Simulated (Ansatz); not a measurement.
# LiBeF3: the cost of one run

Method: DFT PBE, scalar-relativistic, plane waves, PAW, in Ansatz 0.2.0.

1 further run of the same task is left out (set aside as unsound or not needed).

## (1) The starting structure

Symmetry: Amm2, No. 38, orthorhombic system. The conventional cell has a = 2.768 Å, b = 5.228 Å, c = 8.165 Å, α = 90.00°, β = 90.00°, γ = 90.00°. Li (site symmetry mm2) has 5 F at 1.94 to 2.05 Å as nearest neighbours. Be (site symmetry mm2) is surrounded by 4 F at 1.52 to 1.65 Å. Around F (site symmetry mm2) lie 2 Be at 1.65 Å and 1 Li at 2.05 Å. F (site symmetry m) has 1 Be at 1.52 Å and 2 Li at 1.94 Å as nearest neighbours.

As a file:

```cif
data_structure
_symmetry_space_group_name_H-M 'Amm2'
_symmetry_Int_Tables_number 38
_cell_length_a 2.7680
_cell_length_b 5.2279
_cell_length_c 8.1654
_cell_angle_alpha 90.000
_cell_angle_beta 90.000
_cell_angle_gamma 90.000
_cell_volume 118.16
loop_
_atom_site_label
_atom_site_type_symbol
_atom_site_symmetry_multiplicity
_atom_site_Wyckoff_symbol
_atom_site_fract_x
_atom_site_fract_y
_atom_site_fract_z
_atom_site_occupancy
Li1 Li 2 b 0.50000 0.50000 0.19394 1
Be1 Be 2 a 0.00000 0.50000 0.55478 1
F1 F 2 b 0.50000 0.50000 0.44462 1
F2 F 4 d 0.00000 0.75206 0.15310 1
```

It is the end of an earlier relaxation with the same method, from a generated guess; it needn't be the stable form of this composition. At a tolerance of 0.02 Å it has space group Amm2 (No. 38); it has 11.82 Å³/atom, an uncorrected energy of -3.13 eV/atom over the elements.

## (2) Bands, states and charges

input.yaml reads:

```yaml
crystal:
  lattice:
    - [2.7679917667, 0.0, 0.0]
    - [0.0, 2.6139493035, 4.082708092]
    - [0.0, -2.6139493035, 4.082708092]
  atoms:
    - { symbol: Li, position: [0.5, 0.6939360734, 0.6939360734] }
    - { symbol: Be, position: [0.0, 0.0547817975, 0.0547817975] }
    - { symbol: F, position: [0.5, 0.9446222067, 0.9446222067] }
    - { symbol: F, position: [0.0, 0.9051570211, 0.4010331212] }
    - { symbol: F, position: [0.0, 0.4010331212, 0.9051570211] }
basis:
  ecutwfc: 420
kpoints:
  mp_grid: { grid: [8, 6, 6] }
  band_path:
    path:
      - [[0.0, 0.0, 0.0], [0.0, 0.5, 0.5], [0.0, 0.64752034, 0.35247966]]
      - [[0.0, 0.35247966, -0.35247966], [0.0, 0.0, 0.0], [0.5, 0.0, 0.0], [0.5, 0.35247966, -0.35247966]]
      - [[0.5, 0.64752034, 0.35247966], [0.5, 0.5, 0.5], [0.0, 0.5, 0.5]]
      - [[0.0, 0.0, 0.0], [0.0, 0.5, 0.0], [0.5, 0.5, 0.0], [0.5, 0.0, 0.0], [0.5, 0.5, 0.5]]
    npoints: 14
hamiltonian:
  xc: pbe
scf:
  occupations: { method: gaussian, width: 0.02 }
  n_extra_bands: 12
output:
  forces: true
  stress: true
  eigenvalues: true
  populations: true
  dos: { projected: true, de: 0.02, nscf_kmesh: { grid: [12, 9, 9] } }
  bader: true
```

Run with:

```bash
ansatz run input.yaml --threads 1 --pin off --max-ram 2048MiB --backend cpu --events-out ev --progress --plain --runs-dir out
```

What time and memory should one allow on 1 thread of AMD EPYC 9R45 (Zen 5), shared host?

About 36 s, with a peak of 0.45 GiB.
